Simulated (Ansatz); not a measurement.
# K (fcc type): a single-point run

The task is a single-point run on K (fcc type).

Method: DFT, PBEsol, norm-conserving pseudopotentials, Ansatz's default files, scalar-relativistic (as first typed), in Ansatz 0.2.0.

## 1. The structure to begin with

It takes space group Fm-3m (No. 225, cubic). Conventional cell: a = 4.850 Å, b = 4.850 Å, c = 4.850 Å, α = 90.00°, β = 90.00°, γ = 90.00°. K (site symmetry m-3m) is surrounded by 12 K at 3.43 Å.

Coordinates:

```
CELL_PARAMETERS angstrom
0.00000 2.42523 2.42523
2.42523 0.00000 2.42523
2.42523 2.42523 0.00000
ATOMIC_POSITIONS crystal
K 0.00000 0.00000 0.00000
```

## 2. The calculation

Contents of input.yaml:

```yaml
crystal:
  lattice:
    - [0.0, 2.4252314938, 2.4252314938]
    - [2.4252314938, 0.0, 2.4252314938]
    - [2.4252314938, 2.4252314938, 0.0]
  atoms:
    - { symbol: K, position: [0.0, 0.0, 0.0] }
kpoints:
  mp_grid: { grid: [11, 11, 11] }
scf:
  occupations: { method: fermi_dirac, width: 0.1 }
  max_iter: 75
hamiltonian:
  xc: pbesol
  pseudopotentials: { kind: nc }
output:
  forces: true
  stress: true
  eigenvalues: true
basis:
  ecutrho_ratio: 1
```

The run is started by

```bash
> ansatz run input.yaml --threads 1 --pin off --max-ram 2048MiB --backend cpu --events-out ev --progress --plain --runs-dir out
```

**Question.** How will this run end, and is anything wrong with its input?

This run ends as converged, with warnings (cutoff below recommended). It gives a pressure of 17 GPa, which is large; a structure far from rest gives such values too, whatever the setting.

In the input, basis.ecutrho_ratio is 1. The grid or cutoff for the density and potential is too coarse for the wavefunction basis: a density holds Fourier components up to twice the waves' wavevector.

Run again and compare: delete basis.ecutrho_ratio (the default then holds).
